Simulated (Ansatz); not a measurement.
This script makes a scan of ordered alloys across composition of Tc-Rh mixtures with Ansatz's Python interface.

Script `alloy_tc.py`:
```python
"""Mixing of Tc and Rh on the fcc lattice, after relaxing cells and atoms."""

from collections import Counter
import warnings

import ansatz as az
import numpy as np


def fcc(A, a):
    return (
        az.Lattice.fcc(a)
        .space_group(225)
        .atom(A, [0, 0, 0])
        .primitive()
    )

A_FIRST, A_LAST = 3.85, 3.8


def compute(name, crystal):
    calc = crystal.calculation()
    calc = calc.basis(500).functional("pbesol")
    calc = calc.kpoints(spacing=0.27).occupations("fermi_dirac", width=0.1)
    calc = calc.band_table()
    calc = calc.relax(force_tolerance=0.02, max_steps=40, cell=True)
    return calc.run(threads=1, pin="off")


def volume_per_atom(outcome):
    return abs(np.linalg.det(outcome.lattice.cell_ang)) / len(outcome.lattice.sites)


def counts(outcome):
    return Counter(site.symbol for site in outcome.lattice.sites)


def main() -> None:
    warnings.simplefilter("ignore", az.DeckWarning)

    # swap the mixed sites of the conventional cell one by one
    phases = {}
    for k in range(4 + 1):
        a = A_FIRST + (A_LAST - A_FIRST) * k / 4
        cell = fcc("Tc", a).conventional().resolved()
        sites = [site.position for site in cell.sites if site.symbol == "Tc"]
        for position in sites[:k]:
            cell = cell.substitution("Rh", at=position, replaces="Tc")
        phases[f"Tc{4 - k}Rh{k}"] = cell.resolved()

    done = {name: compute(name, crystal) for name, crystal in phases.items()}

    # mixing quantities against the straight line between the end members, both on this lattice
    x = {name: counts(o)["Rh"] / (counts(o)["Tc"] + counts(o)["Rh"]) for name, o in done.items()}
    first, last = min(x, key=x.get), max(x, key=x.get)
    energy = {name: o.report["energy_sigma0_ev"] / len(o.lattice.sites) for name, o in done.items()}
    volume = {name: volume_per_atom(o) for name, o in done.items()}
    rows = []
    for name in sorted(done, key=x.get):
        line = lambda table: (1 - x[name]) * table[first] + x[name] * table[last]
        rows.append((name, x[name], 1000 * (energy[name] - line(energy)), volume[name], 100 * (volume[name] / line(volume) - 1)))
    print("      cell       x(Rh)  E_mix (meV/atom)  V (A^3/atom)  excess V (%)")
    for row in rows:
        print(f"{str(row[0]):>10}  {row[1]:10.3f}  {row[2]:+16.1f}  {row[3]:12.3f}  {row[4]:+12.2f}")


if __name__ == "__main__":
    main()
```

Do these ordered cells favour mixing or separation, and does the volume follow a straight line between the end members?

Mixing energies: -68 meV an atom at x(Tc) = 0.25 (volume -0.5 % off the straight line), -117 meV an atom at x(Tc) = 0.50 (volume -0.8 % off the straight line) and -110 meV an atom at x(Tc) = 0.75 (volume -0.7 % off the straight line). All are negative, so these cells are favoured over the separated end members on this lattice.

The run itself:

```console
$ python alloy_tc.py
      cell       x(Rh)  E_mix (meV/atom)  V (A^3/atom)  excess V (%)
    Tc4Rh0       0.000              +0.0        14.078         +0.00
    Tc3Rh1       0.250            -109.8        13.841         -0.71
    Tc2Rh2       0.500            -116.7        13.691         -0.79
    Tc1Rh3       0.750             -68.4        13.588         -0.54
    Tc0Rh4       1.000              +0.0        13.522         +0.00
```

No spin polarisation was allowed. For the metals among these phases the mesh is modest: differences between phases can be off by up to 40 meV an atom. These are small ordered cells, with both end members on the same lattice, which need not be their own; they aren't random solutions. Differences under about 40 meV an atom lie within the error of mesh and functional. The cells are prototypes set up for this calculation and needn't exist. Run time: 87 s on 1 thread of Arm Neoverse V2, on a shared host, peak memory 0.48 GiB.

(Lines on the test bed's own set-up are left out of the output.)
